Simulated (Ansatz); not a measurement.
# Rh: the cost of one run

Program: Ansatz 0.2.0. Level of theory: DFT PBEsol, scalar-relativistic, plane waves, PAW. These are calculated values, not measurements.

4 further runs of the same task are left out: 2 that didn't finish, 2 set aside as unsound or not needed.

## (1) The starting structure

Symmetry: Fm-3m, No. 225, cubic system. The conventional cell has a = 3.784 Å, b = 3.784 Å, c = 3.784 Å, α = 90.00°, β = 90.00°, γ = 90.00°. Around Rh (site symmetry m-3m) lie 12 Rh at 2.68 Å.

Structure file:

```cif
data_structure
_symmetry_space_group_name_H-M 'Fm-3m'
_symmetry_Int_Tables_number 225
_cell_length_a 3.7842
_cell_length_b 3.7842
_cell_length_c 3.7842
_cell_angle_alpha 90.000
_cell_angle_beta 90.000
_cell_angle_gamma 90.000
_cell_volume 54.19
loop_
_atom_site_label
_atom_site_type_symbol
_atom_site_symmetry_multiplicity
_atom_site_Wyckoff_symbol
_atom_site_fract_x
_atom_site_fract_y
_atom_site_fract_z
_atom_site_occupancy
Rh1 Rh 4 a 0.00000 0.00000 0.00000 1
```

It is the result of an earlier relaxation at this level (volume 13.55 Å³/atom; gap on the mesh: none (metal)).

## (2) Phonons at rest

Input file input.yaml:

```yaml
crystal:
  lattice:
    - [0.0, 1.8920886922, 1.8920886922]
    - [1.8920886922, 0.0, 1.8920886922]
    - [1.8920886922, 1.8920886922, 0.0]
  atoms:
    - { symbol: Rh, position: [0.0, 0.0, 0.0] }
basis:
  ecutwfc: 420
kpoints:
  mp_grid: { grid: [20, 20, 20] }
hamiltonian:
  xc: pbesol
scf:
  occupations: { method: fermi_dirac, width: 0.15 }
output:
  eigenvalues: true
phonons:
  method: dfpt
  eigenvectors: true
  qmesh: [2, 2, 2]
  temperatures: { t_max: 1000, t_step: 100 }
  qpath:
    path:
      - [[0.0, 0.0, 0.0], [0.5, 0.0, 0.5], [0.625, 0.25, 0.625]]
      - [[0.375, 0.375, 0.75], [0.0, 0.0, 0.0], [0.5, 0.5, 0.5], [0.5, 0.25, 0.75], [0.5, 0.0, 0.5]]
    npoints: 8
```

Started as:

```
$ ansatz run input.yaml --threads 1 --pin off --max-ram 3072MiB --backend cpu --events-out ev --progress --plain --runs-dir out
```

Q: Estimate wall time and peak memory on 1 thread of AMD EPYC 7R43 (Zen 3), shared host.

About 88 s, with a peak of 1.2 GiB.
